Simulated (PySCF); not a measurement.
**GeH2Cl (SMILES [Cl][GeH2]) at UBP86/aug-cc-pVDZ**

Aim: the vertical ionisation energy of GeH2Cl at UBP86/aug-cc-pVDZ, from 2 runs. The job is set up through a Python script.

Program for the calculation: PySCF 2.14.0.

### Step 1. The structure to begin with

The species is GeH2Cl (4 atoms), meant as a doublet with charge 0. SMILES: `[Cl][GeH2]`. Geometry: relaxed at PBE0-D4/def2-TZVP.

Bond lengths: Cl1–Ge2 2.156 Å, Ge2–H3 1.546 Å, Ge2–H4 1.546 Å. Angles: Cl1–Ge2–H3 106.8°, Cl1–Ge2–H4 106.8°, H3–Ge2–H4 112.3°.

### Step 2. A single-point energy at UBP86/aug-cc-pVDZ

job.py reads:

```python
from pyscf import gto, dft

mol = gto.M(
    atom='''
Cl    -2.953453     0.576744     1.877443
Ge     0.201634    -0.852455    -0.267585
H      0.137383     0.490573    -2.861423
H      2.614247    -0.214862     1.251566
''',
    verbose=4,
    max_memory=1860,
    unit='bohr',
    spin=1,
    basis='aug-cc-pvdz',
)

myscf = dft.UKS(mol)
myscf.xc = 'bp86'
myscf.conv_tol = 1e-10
myscf.grids.level = 6
myscf.kernel()
if not myscf.converged:
    myscf = myscf.newton().run(myscf.mo_coeff, myscf.mo_occ)

energy = myscf.e_tot
print('E = %.10f Eh' % energy)
```

The run is started by

```sh
$ OMP_NUM_THREADS=1 python job.py
```

The program printed:

```text
PySCF version 2.14.0

[INPUT] num. atoms = 4
[INPUT] num. electrons = 51
[INPUT] charge = 0
[INPUT] spin (= nelec alpha-beta = 2S) = 1
[INPUT] symmetry False subgroup None
[INPUT] Mole.unit = bohr
[INPUT] Symbol           X                Y                Z      unit          X                Y                Z       unit  Magmom
[INPUT]  1 Cl    -1.562900021123   0.305199781335   0.993500050401 AA   -2.953453000000   0.576744000000   1.877443000000 Bohr   0.0
[INPUT]  2 Ge     0.106700117747  -0.451099759335  -0.141599883984 AA    0.201634000000  -0.852455000000  -0.267585000000 Bohr   0.0
[INPUT]  3 H      0.072699952768   0.259600051893  -1.514199842402 AA    0.137383000000   0.490573000000  -2.861423000000 Bohr   0.0
[INPUT]  4 H      1.383399936116  -0.113700073893   0.662300205162 AA    2.614247000000  -0.214862000000   1.251566000000 Bohr   0.0

nuclear repulsion = 161.647284054357
number of shells = 27
number of NR pGTOs = 158
number of NR cGTOs = 81
basis = aug-cc-pvdz
ecp = {}

******** <class 'pyscf.dft.uks.UKS'> ********
method = UKS
initial guess = minao
damping factor = 0
level_shift factor = 0
DIIS = <class 'pyscf.scf.diis.CDIIS'>
diis_start_cycle = 1
diis_space = 8
diis_damp = 0
SCF conv_tol = 1e-10
SCF conv_tol_grad = None
SCF max_cycles = 50
direct_scf = True
direct_scf_tol = 1e-13
number electrons alpha = 26  beta = 25
XC library pyscf.dft.libxc version 7.0.0
    S. Lehtola, C. Steigemann, M. J.T. Oliveira, and M. A.L. Marques.,  SoftwareX 7, 1–5 (2018)
XC functionals = bp86
    A. D. Becke.,  Phys. Rev. A 38, 3098 (1988)
    J. P. Perdew.,  Phys. Rev. B 33, 8822 (1986)
radial grids:
    Treutler-Ahlrichs [JCP 102, 346 (1995); DOI:10.1063/1.469408] (M4) radial grids

becke partition: Becke, JCP 88, 2547 (1988); DOI:10.1063/1.454033
pruning grids: <function nwchem_prune>
grids dens level: 6
symmetrized grids: False
atomic radii adjust function: <function treutler_atomic_radii_adjust>
small_rho_cutoff = 0
Set gradient conv threshold to 1e-05
tot grids = 195984
init E= -2538.12775097982
[... the frontier-level lines of each cycle are left out ...]


cycle= 1 E= -2538.65339831895  delta_E= -0.526  |g|= 0.231  |ddm|= 1.17
cycle= 2 E= -2538.53575226486  delta_E= 0.118  |g|= 0.466  |ddm|= 0.735
cycle= 3 E= -2538.68033799473  delta_E= -0.145  |g|= 0.0605  |ddm|= 0.525
cycle= 4 E= -2538.68303948179  delta_E= -0.0027  |g|= 0.0122  |ddm|= 0.106
cycle= 5 E= -2538.68313032273  delta_E= -9.08e-05  |g|= 0.00368  |ddm|= 0.0235
cycle= 6 E= -2538.68314209011  delta_E= -1.18e-05  |g|= 0.00114  |ddm|= 0.00597
cycle= 7 E= -2538.68314290321  delta_E= -8.13e-07  |g|= 0.000224  |ddm|= 0.00122
cycle= 8 E= -2538.68314293566  delta_E= -3.25e-08  |g|= 5.23e-05  |ddm|= 0.000433
cycle= 9 E= -2538.683142938  delta_E= -2.35e-09  |g|= 1.11e-05  |ddm|= 8.48e-05
cycle= 10 E= -2538.68314293809  delta_E= -8.91e-11  |g|= 5.3e-06  |ddm|= 2.08e-05
Extra cycle  E= -2538.68314293809  delta_E= -4.55e-13  |g|= 5.53e-06  |ddm|= 9.57e-06
converged SCF energy = -2538.68314293809  <S^2> = 0.75129848  2S+1 = 2.0012981
E = -2538.6831429381 Eh
```

It took 23 s on 1 thread of Arm Neoverse V1, shared host; peak memory 0.43 GiB.

### Step 3. The singlet cation at the same level

run.py reads:

```python
from pyscf import gto, dft

system = gto.M(
    atom='''
Cl    -1.562900     0.305200     0.993500
Ge     0.106700    -0.451100    -0.141600
H      0.072700     0.259600    -1.514200
H      1.383400    -0.113700     0.662300
''',
    verbose=4,
    basis='aug-cc-pvdz',
    charge=1,
    max_memory=1860,
)

mf = dft.RKS(system)
mf.xc = 'bp86'
mf.grids.level = 6
mf.conv_tol = 1e-10
mf.kernel()
if not mf.converged:
    mf = mf.newton().run(mf.mo_coeff, mf.mo_occ)

e_tot = mf.e_tot
print(f'total energy: {e_tot:.8f} hartree')
```

The run is started by

```sh
$ OMP_NUM_THREADS=1 python run.py
```

The program printed:

```text
PySCF version 2.14.0

[INPUT] num. atoms = 4
[INPUT] num. electrons = 50
[INPUT] charge = 1
[INPUT] spin (= nelec alpha-beta = 2S) = 0
[INPUT] symmetry False subgroup None
[INPUT] Mole.unit = angstrom
[INPUT] Symbol           X                Y                Z      unit          X                Y                Z       unit  Magmom
[INPUT]  1 Cl    -1.562900000000   0.305200000000   0.993500000000 AA   -2.953452960083   0.576744413217   1.877442904755 Bohr   0.0
[INPUT]  2 Ge     0.106700000000  -0.451100000000  -0.141600000000 AA    0.201633777491  -0.852455454791  -0.267585219238 Bohr   0.0
[INPUT]  3 H      0.072700000000   0.259600000000  -1.514200000000 AA    0.137383089256   0.490572901937  -2.861423297816 Bohr   0.0
[INPUT]  4 H      1.383400000000  -0.113700000000   0.662300000000 AA    2.614247120723  -0.214861860363   1.251565612299 Bohr   0.0

nuclear repulsion = 161.647276340246
number of shells = 27
number of NR pGTOs = 158
number of NR cGTOs = 81
basis = aug-cc-pvdz
ecp = {}

******** <class 'pyscf.dft.rks.RKS'> ********
method = RKS
initial guess = minao
damping factor = 0
level_shift factor = 0
DIIS = <class 'pyscf.scf.diis.CDIIS'>
diis_start_cycle = 1
diis_space = 8
diis_damp = 0
SCF conv_tol = 1e-10
SCF conv_tol_grad = None
SCF max_cycles = 50
direct_scf = True
direct_scf_tol = 1e-13
XC library pyscf.dft.libxc version 7.0.0
    S. Lehtola, C. Steigemann, M. J.T. Oliveira, and M. A.L. Marques.,  SoftwareX 7, 1–5 (2018)
XC functionals = bp86
    A. D. Becke.,  Phys. Rev. A 38, 3098 (1988)
    J. P. Perdew.,  Phys. Rev. B 33, 8822 (1986)
radial grids:
    Treutler-Ahlrichs [JCP 102, 346 (1995); DOI:10.1063/1.469408] (M4) radial grids

becke partition: Becke, JCP 88, 2547 (1988); DOI:10.1063/1.454033
pruning grids: <function nwchem_prune>
grids dens level: 6
symmetrized grids: False
atomic radii adjust function: <function treutler_atomic_radii_adjust>
small_rho_cutoff = 0
Set gradient conv threshold to 1e-05
Initial guess from minao.
tot grids = 195984
init E= -2538.12775083954
  HOMO = -0.322245944120331  LUMO = -0.187438166483378  gap/eV = 3.66831
cycle= 1 E= -2538.27330754166  delta_E= -0.146  |g|= 0.47  |ddm|= 1.57
  HOMO = -0.455761957233176  LUMO = -0.446234145768099  gap/eV = 0.25926
cycle= 2 E= -2537.23747290362  delta_E= 1.04  |g|= 1.58  |ddm|= 2.06
  HOMO = -0.545373372894314  LUMO = -0.456199883039538  gap/eV = 2.42653
cycle= 3 E= -2538.33438982379  delta_E= -1.1  |g|= 0.237  |ddm|= 1.76
  HOMO = -0.508977239773266  LUMO = -0.440202351471003  gap/eV = 1.87146
cycle= 4 E= -2538.35483821725  delta_E= -0.0204  |g|= 0.0559  |ddm|= 0.398
  HOMO = -0.513096156379484  LUMO = -0.446327271283554  gap/eV = 1.81687
cycle= 5 E= -2538.355710737  delta_E= -0.000873  |g|= 0.0245  |ddm|= 0.0709
  HOMO = -0.514113333972122  LUMO = -0.445428639418559  gap/eV = 1.86901
cycle= 6 E= -2538.35597515377  delta_E= -0.000264  |g|= 0.0068  |ddm|= 0.0273
  HOMO = -0.514404614951939  LUMO = -0.44505374788497  gap/eV = 1.88713
cycle= 7 E= -2538.35599561042  delta_E= -2.05e-05  |g|= 0.00121  |ddm|= 0.00841
  HOMO = -0.514456329424463  LUMO = -0.445020511951187  gap/eV = 1.88944
cycle= 8 E= -2538.3559960309  delta_E= -4.2e-07  |g|= 0.000225  |ddm|= 0.00116
  HOMO = -0.514457271954398  LUMO = -0.445013599932452  gap/eV = 1.88966
cycle= 9 E= -2538.3559960489  delta_E= -1.8e-08  |g|= 4.38e-05  |ddm|= 0.000322
  HOMO = -0.514458288735606  LUMO = -0.445010853789199  gap/eV = 1.88976
cycle= 10 E= -2538.35599604986  delta_E= -9.6e-10  |g|= 4.83e-06  |ddm|= 5.92e-05
  HOMO = -0.514458404970882  LUMO = -0.44501089234501  gap/eV = 1.88976
cycle= 11 E= -2538.35599604987  delta_E= -5.46e-12  |g|= 1.49e-06  |ddm|= 5.61e-06
  HOMO = -0.514458298544294  LUMO = -0.445010918860608  gap/eV = 1.88976
Extra cycle  E= -2538.35599604988  delta_E= -1.46e-11  |g|= 1.49e-06  |ddm|= 3.24e-06
converged SCF energy = -2538.35599604988
total energy: -2538.35599605 hartree
```

It took 15 s on 1 thread of Arm Neoverse V1, shared host; peak memory 0.41 GiB.

### Step 4. What came out

At UBP86/aug-cc-pVDZ:

```
                                          quantity           value
                      doublet GeH2Cl: total energy  -2538.68314 Eh
                     doublet GeH2Cl: dipole moment          1.65 D
doublet GeH2Cl: HOMO energy (highest over α and β)        -5.64 eV
 doublet GeH2Cl: LUMO energy (lowest over α and β)        -4.41 eV
                              doublet GeH2Cl: ⟨S²⟩           0.751
                      singlet cation: total energy  -2538.35600 Eh
                       singlet cation: HOMO energy       -14.00 eV
                       singlet cation: LUMO energy       -12.11 eV
                     singlet cation: HOMO–LUMO gap         1.89 eV
vertical ionisation energy (to the singlet cation)        8.902 eV
```

**Reading.** The vertical ionisation energy comes to 8.90 eV (205 kcal/mol). Only the singlet of the ionised species was computed; a triplet could lie lower. Mulliken charges (doublet GeH2Cl) run from -0.32 on Cl1 to +0.19 on H4; in a basis this large or diffuse they mean little.
